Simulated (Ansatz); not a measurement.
**Cl2H3NSi (built from SMILES N[SiH](Cl)Cl): a reaction path by the nudged elastic band**

Aim: the minimum-energy path between two given structures and its highest point. Both ends were relaxed at PBE0-D4 in triple zeta.

Program: Ansatz 0.2.0, Gaussian basis. Level of theory: PBE0-D4/def2-SVP. These are calculated values, not measurements.

16 further runs of the same task are left out: 16 set aside as unsound or not needed.

## 1. Where the work starts

The first end: 7 atoms, charge 0, spin multiplicity 1.

Atoms are counted from 1 here; the program's logs count them from 0.

Bond lengths: Si1–H2 1.472 Å, Si1–N3 1.692 Å, Si1–Cl5 2.041 Å, Si1–Cl6 2.056 Å, N3–H4 1.008 Å, N3–H7 1.007 Å. Angles: H2–Si1–N3 110.0°, H2–Si1–Cl5 110.9°, H2–Si1–Cl6 106.3°, N3–Si1–Cl5 107.5°, N3–Si1–Cl6 115.1°, Cl5–Si1–Cl6 107.0°, Si1–N3–H4 120.1°, Si1–N3–H7 120.7°, H4–N3–H7 111.9°.

Coordinates:

```
Si    0.2547   -0.1645    0.5172
H     1.4194   -1.0648    0.5351
N    -0.1406    0.2395   -1.0773
H    -0.2170   -0.4820   -1.7767
Cl    0.6621    1.5726    1.5080
Cl   -1.2314   -1.1200    1.5683
H    -0.7473    1.0192   -1.2744
```

The second end:

```xyz
7
Cl2H3NSi
Si   -0.4958    0.5384    0.4350
H     1.6905   -1.5606   -0.1326
N    -0.7954    1.0881   -1.0139
H     1.5154   -1.1837   -0.7550
Cl    0.9118    1.4173    1.5609
Cl   -1.3197   -0.9697    1.5039
H    -1.5068    0.6702   -1.5983
```

## 2. The band at PBE0-D4/def2-SVP

Contents of neb/in.yaml:

```yaml
crystal:
  periodic: [false, false, false]
  atoms:
    - {symbol: Si, position_ang: [0.254730, -0.164531, 0.517157]}
    - {symbol: H, position_ang: [1.419415, -1.064801, 0.535110]}
    - {symbol: N, position_ang: [-0.140594, 0.239507, -1.077303]}
    - {symbol: H, position_ang: [-0.216958, -0.481966, -1.776705]}
    - {symbol: Cl, position_ang: [0.662114, 1.572558, 1.507961]}
    - {symbol: Cl, position_ang: [-1.231368, -1.119952, 1.568300]}
    - {symbol: H, position_ang: [-0.747340, 1.019186, -1.274421]}
basis:
  gaussian: {orbitals: def2-SVP}
hamiltonian: {xc: pbe0, dispersion: d4}
neb:
  images: 5
  climbing: true
  max_iterations: 40
  initial_path: idpp
  final_atoms:
    - {symbol: Si, position_ang: [-0.495821, 0.538414, 0.435026]}
    - {symbol: H, position_ang: [1.690514, -1.560605, -0.132586]}
    - {symbol: N, position_ang: [-0.795360, 1.088091, -1.013860]}
    - {symbol: H, position_ang: [1.515388, -1.183727, -0.754994]}
    - {symbol: Cl, position_ang: [0.911782, 1.417261, 1.560895]}
    - {symbol: Cl, position_ang: [-1.319714, -0.969670, 1.503885]}
    - {symbol: H, position_ang: [-1.506790, 0.670236, -1.598266]}
```

Started as:

```console
$ ansatz run in.yaml --threads 4 --pin off --events-out ev --progress --plain --max-ram 9574MiB
```

What it wrote:

```text
Functional definition: PBE0
  name "PBE0"
  cite "Adamo & Barone, J. Chem. Phys. 110, 6158 (1999) doi:10.1063/1.478522"
  cite "Perdew, Burke & Ernzerhof, Phys. Rev. Lett. 77, 3865 (1996) doi:10.1103/PhysRevLett.77.3865"
  parent pbe
  parameter a = 0.25
  parameter kappa = 0.804
  parameter beta = 0.06672455060314922
  exchange = (1 - a)*pbe_x(kappa = kappa, mu = beta*pi^2/3) + a*exact_x
  correlation = pbe_c(beta = beta)
840 factors; integrals over basis functions are off by at most 3.4e-4 eV
mean field evaluation 1: about -34436.0224 eV, gradient 4.9e1 eV
mean field evaluation 2: about -34430.8387 eV, gradient 6.6e1 eV
mean field evaluation 4: about -34440.6415 eV, gradient 1.6e0 eV
mean field evaluation 8: about -34440.6555 eV, gradient 9.0e-2 eV
mean field evaluation 16: about -34440.6555 eV, gradient 3.3e-5 eV
mean field -34440.65548807 eV, -1265.6707444717 hartree, gradient 3.3e-5 eV, S^2 0.000000; 0 other end points of the search recorded, 0 dependent functions left out
the calculation of the forces begins
reference -34440.65550920 eV, -1265.6707452482 hartree; 29, 29 occupied and 54, 54 virtual orbitals, 840 factors
[... from here to the last solve, the lines of the solves are left out (138 solves) ...]
WARN: NEB end point (image 0): max|allowed force component| = 2.892e-1 eV/Å (the criterion of neb.relax_end_points is 1.000e-2). That is over neb.f_tol: it is no minimum, so the barrier can be far off. Relax it first
WARN: NEB end point (image 6): max|allowed force component| = 4.084e-1 eV/Å (the criterion of neb.relax_end_points is 1.000e-2). That is over neb.f_tol: it is no minimum, so the barrier can be far off. Relax it first
NEB iter   1: max|band force component| = 3.667e0 eV/Å  barrier→ = 6.9805 eV  barrier← = 4.0690 eV  Δτ_max = 0.2000 Å  (191 SCF iters)
NEB iter   2: max|band force component| = 3.704e0 eV/Å  barrier→ = 5.4445 eV  barrier← = 2.5330 eV  Δτ_max = 0.2000 Å  (147 SCF iters)
NEB iter   3: max|band force component| = 9.162e0 eV/Å  barrier→ = 3.9816 eV  barrier← = 1.0701 eV  Δτ_max = 0.1011 Å  (146 SCF iters)
NEB iter   4: max|band force component| = 4.104e0 eV/Å  barrier→ = 3.5768 eV  barrier← = 0.6653 eV  Δτ_max = 0.2000 Å  (140 SCF iters)
NEB iter   5: max|band force component| = 1.271e0 eV/Å  barrier→ = 3.3623 eV  barrier← = 0.4508 eV  Δτ_max = 0.2000 Å  (142 SCF iters)
NEB iter   6: max|band force component| = 6.789e-1 eV/Å  barrier→ = 3.2580 eV  barrier← = 0.3465 eV  Δτ_max = 0.1225 Å  (140 SCF iters)
NEB iter   7: max|band force component| = 5.463e-1 eV/Å  barrier→ = 3.2805 eV  barrier← = 0.3690 eV  Δτ_max = 0.0630 Å  (138 SCF iters)
NEB iter   8: max|band force component| = 5.090e-1 eV/Å  barrier→ = 3.3112 eV  barrier← = 0.3997 eV  CI = image 4  Δτ_max = 0.1827 Å  (134 SCF iters)
NEB iter   9: max|band force component| = 1.314e0 eV/Å  barrier→ = 3.6080 eV  barrier← = 0.6965 eV  CI = image 4  Δτ_max = 0.0893 Å  (135 SCF iters)
NEB iter  10: max|band force component| = 7.790e-1 eV/Å  barrier→ = 3.5691 eV  barrier← = 0.6576 eV  CI = image 4  Δτ_max = 0.0975 Å  (132 SCF iters)
NEB iter  11: max|band force component| = 6.449e-1 eV/Å  barrier→ = 3.5471 eV  barrier← = 0.6356 eV  CI = image 4  Δτ_max = 0.0835 Å  (133 SCF iters)
NEB iter  12: max|band force component| = 3.333e-1 eV/Å  barrier→ = 3.5279 eV  barrier← = 0.6164 eV  CI = image 4  Δτ_max = 0.0650 Å  (132 SCF iters)
NEB iter  13: max|band force component| = 2.910e-1 eV/Å  barrier→ = 3.5126 eV  barrier← = 0.6011 eV  CI = image 4  Δτ_max = 0.0701 Å  (131 SCF iters)
NEB iter  14: max|band force component| = 2.970e-1 eV/Å  barrier→ = 3.5080 eV  barrier← = 0.5966 eV  CI = image 4  Δτ_max = 0.0360 Å  (128 SCF iters)
NEB iter  15: max|band force component| = 1.604e-1 eV/Å  barrier→ = 3.5040 eV  barrier← = 0.5926 eV  CI = image 4  Δτ_max = 0.0645 Å  (127 SCF iters)
NEB iter  16: max|band force component| = 1.763e-1 eV/Å  barrier→ = 3.4977 eV  barrier← = 0.5862 eV  CI = image 4  Δτ_max = 0.0325 Å  (126 SCF iters)
NEB iter  17: max|band force component| = 1.446e-1 eV/Å  barrier→ = 3.4953 eV  barrier← = 0.5838 eV  CI = image 4  Δτ_max = 0.0215 Å  (129 SCF iters)
NEB iter  18: max|band force component| = 8.040e-2 eV/Å  barrier→ = 3.4949 eV  barrier← = 0.5834 eV  CI = image 4  Δτ_max = 0.0057 Å  (123 SCF iters)
842 factors; integrals over basis functions are off by at most 6.5e-4 eV
mean field -34437.73084352 eV, -1265.5632657669 hartree, gradient 6.0e-6 eV, S^2 0.000000; 0 other end points of the search recorded, 0 dependent functions left out
the calculation of the forces begins
reference -34437.73086575 eV, -1265.5632665838 hartree; 29, 29 occupied and 54, 54 virtual orbitals, 842 factors
NEB iter  19: max|band force component| = 3.928e-2 eV/Å  barrier→ = 3.4948 eV  barrier← = 0.5833 eV  CI = image 4  CI's point: of a kind that is not told: the force calls were inconclusive, a negative curvature could not be distinguished from the path's own, the only one lies far off the path, or fixed occupations may fill a level only in part  Δτ_max = 0.0000 Å  (1012 SCF iters)
Total energy: -34437.32326800 eV, -1265.5482876428 hartree
Atom 0 at    -0.110870     0.124740     0.425251 Å, force    -0.009422    -0.001438     0.013782 eV/Å
Atom 1 at     1.074354    -1.040185    -0.199067 Å, force    -0.002134    -0.000852    -0.011220 eV/Å
Atom 2 at    -0.500104     0.449534    -1.096295 Å, force    -0.002027     0.001330    -0.018193 eV/Å
Atom 3 at     0.664648    -0.675971    -0.898479 Å, force     0.014103    -0.005800     0.009731 eV/Å
Atom 4 at     1.145002     1.212369     1.626458 Å, force    -0.001515    -0.002194    -0.000727 eV/Å
Atom 5 at    -1.112061    -1.129175     1.701875 Å, force     0.003551     0.004798     0.001529 eV/Å
Atom 6 at    -1.160970     1.058689    -1.559643 Å, force    -0.002554     0.004157     0.005098 eV/Å
Dipole moment:     0.039346    -0.043144    -0.047896 e Å
```

It took 3.8 min on 4 threads of Intel Xeon at 2.50GHz, shared host.

The last band:

```
image  path (Å)  energy (eV)  H2–H4 (Å)  Si1–H2 (Å)  N3–H4 (Å)
    0      0.00        0.000       2.89        1.47       1.01
    1      0.56        0.001       2.70        1.48       1.01
    2      1.12        0.295       2.09        1.48       1.01
    3      1.69        1.857       1.42        1.56       1.13
    4      2.25        3.495       0.89        1.78       1.63
    5      3.13        3.013       0.77        2.40       2.44
    6      4.00        2.911       0.75        3.08       3.25
```

The highest image, 4:

```
Si   -0.11087    0.12474    0.42525
H     1.07435   -1.04018   -0.19907
N    -0.50010    0.44953   -1.09630
H     0.66465   -0.67597   -0.89848
Cl    1.14500    1.21237    1.62646
Cl   -1.11206   -1.12918    1.70188
H    -1.16097    1.05869   -1.55964
```

## 3. Results

```
                                                                       quantity                                           value
                                                PBE0-D4/def2-SVP, 19 iterations  highest 3.495 eV (image 4), last end +2.911 eV
from earlier runs: barrier over the separately found saddle, CCSD(T)/def2-TZVPP                                        3.500 eV
```

In words: The highest image lies 3.495 eV above the first end, and it climbed, so it estimates the saddle. The ends are not quite minima at this level (largest force component 0.41 eV/Å), so the heights are unreliable: relaxing the first end would lower it and raise the barrier above it. The highest image is 0.005 eV below the CCSD(T) barrier in triple zeta, which comes from separate runs on the saddle.
